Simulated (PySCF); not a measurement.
# [Tl(OH)4]−: forces at shaken geometries

How stiff is [Tl(OH)4]−? Its atoms are displaced at random by several amounts. It is a constructed species; whether it can be made isn't addressed.

Method: TPSS, Tl def2-SVP with ECP60, O def2-SVP, H def2-SVP; scalar-relativistic core potentials, no spin–orbit coupling; program: PySCF 2.14.0.

5 further runs of the same task are left out: 2 for a known fault of the program, 1 that didn't finish, 2 set aside as unsound or not needed.

**1. The system as given**

9 atoms, charge -1, spin multiplicity 1.

Bond lengths: Tl1–O2 2.203 Å, Tl1–O4 2.203 Å, Tl1–O6 2.203 Å, Tl1–O8 2.203 Å, O2–H3 0.979 Å, O4–H5 0.979 Å, O6–H7 0.979 Å, O8–H9 0.979 Å. Angles: O2–Tl1–O4 90.0°, O2–Tl1–O6 179.9°, O2–Tl1–O8 90.0°, O4–Tl1–O6 90.0°, O4–Tl1–O8 179.9°, O6–Tl1–O8 90.0°, Tl1–O2–H3 97.0°, Tl1–O4–H5 97.0°, Tl1–O6–H7 97.0°, Tl1–O8–H9 97.0°.

As a file:

```xyz
9
charge -1, multiplicity 1
Tl    0.0000    0.0000    0.3386
O     2.1723   -0.3654    0.3361
H     2.4518    0.5725    0.3338
O     0.3654    2.1723    0.3361
H    -0.5725    2.4518    0.3338
O    -2.1723    0.3654    0.3361
H    -2.4518   -0.5725    0.3338
O    -0.3654   -2.1723    0.3361
H     0.5725   -2.4518    0.3338
```

Formal oxidation states: Tl +3. An earlier session relaxed this geometry at TPSS, Tl def2-SVP with ECP60, O def2-SVP, H def2-SVP (singlet, point group C4h).

Its energy there is -475.563078 Eh.

**2. Atoms moved at random, σ = 0.03 Å**

run.py (the lines that set the calculation)

```python
mol = gto.M(atom='''
Tl    -0.01610     0.04918     0.30384
O      2.18921    -0.38380     0.33019
H      2.41091     0.57355     0.30985
O      0.43522     2.15923     0.33039
H     -0.60071     2.45264     0.32141
O     -2.10257     0.29361     0.32617
H     -2.48161    -0.52779     0.33384
O     -0.37702    -2.15821     0.38856
H      0.54265    -2.45841     0.37374''',
    basis={'Tl': 'def2-SVP', 'O': 'def2-SVP', 'H': 'def2-SVP'},
    ecp={'Tl': 'def2-SVP'},
    charge=-1, spin=0)
mf = dft.RKS(mol, xc='TPSS')
mf.grids.atom_grid = (50, 194)
mf = mf.density_fit()  # fitting sets: Tl def2-universal-JKFIT, O def2-universal-JKFIT, H def2-universal-JKFIT
mf.conv_tol = 1e-08; mf.max_cycle = 55
mf.kernel(dm0)  # dm0: the density of the relaxed state
```

Launch:

```console
$ OMP_NUM_THREADS=2 python run.py
```

**3. Atoms moved at random, σ = 0.1 Å**

run.py (the lines that set the calculation)

```python
mol = gto.M(atom='''
Tl    -0.03879     0.07615     0.33300
O      2.29477    -0.42288     0.27229
H      2.42444     0.51427     0.28541
O      0.33028     2.22453     0.33424
H     -0.51116     2.40889     0.38799
O     -2.16522     0.39427     0.39360
H     -2.54960    -0.65599     0.28463
O     -0.26081    -2.11509     0.40782
H      0.47608    -2.42417     0.31901''',
    basis={'Tl': 'def2-SVP', 'O': 'def2-SVP', 'H': 'def2-SVP'},
    ecp={'Tl': 'def2-SVP'},
    charge=-1, spin=0)
mf = dft.RKS(mol, xc='TPSS')
mf.grids.atom_grid = (50, 194)
mf = mf.density_fit()  # fitting sets: Tl def2-universal-JKFIT, O def2-universal-JKFIT, H def2-universal-JKFIT
mf.conv_tol = 1e-08; mf.max_cycle = 55
mf.kernel(dm0)  # dm0: the density of the relaxed state
```

**4. Atoms moved at random, σ = 0.15 Å**

run.py (the lines that set the calculation)

```python
mol = gto.M(atom='''
Tl    -0.26854     0.01279     0.48502
O      2.31078    -0.29584     0.47281
H      2.55269     0.64294     0.46656
O      0.17331     2.24723     0.50199
H     -0.43358     2.18174     0.23473
O     -2.24330     0.34776     0.24955
H     -2.40259    -0.57673     0.28079
O     -0.47273    -1.91603     0.40869
H      0.78397    -2.64386    -0.08216''',
    basis={'Tl': 'def2-SVP', 'O': 'def2-SVP', 'H': 'def2-SVP'},
    ecp={'Tl': 'def2-SVP'},
    charge=-1, spin=0)
mf = dft.RKS(mol, xc='TPSS')
mf.grids.atom_grid = (50, 194)
mf = mf.density_fit()  # fitting sets: Tl def2-universal-JKFIT, O def2-universal-JKFIT, H def2-universal-JKFIT
mf.conv_tol = 1e-08; mf.max_cycle = 55
mf.kernel(dm0)  # dm0: the density of the relaxed state
```

What does the calculation give? Wanted: for each run, σ; energy rise; harmonic estimate −½ F·u; largest force component.

The runs gave:

| σ (Å) | energy rise (eV) | harmonic estimate −½ F·u (eV) | largest force component (eV/Å) |
| --- | --- | --- | --- |
| 0.03 | 0.467 | 0.444 | 4.58 |
| 0.1 | 2.143 | 2.300 | 14.82 |
| 0.15 | 9.487 | 7.282 | 46.09 |

Every displacement raises the energy. For a harmonic well the rise equals −½ F·u; the two differ by at most 23 % here (a move with σ = 0.15 Å), from anharmonicity, the grid and the small forces left at the relaxed point. The bases are small and lack diffuse functions. Spin–orbit coupling is left out.
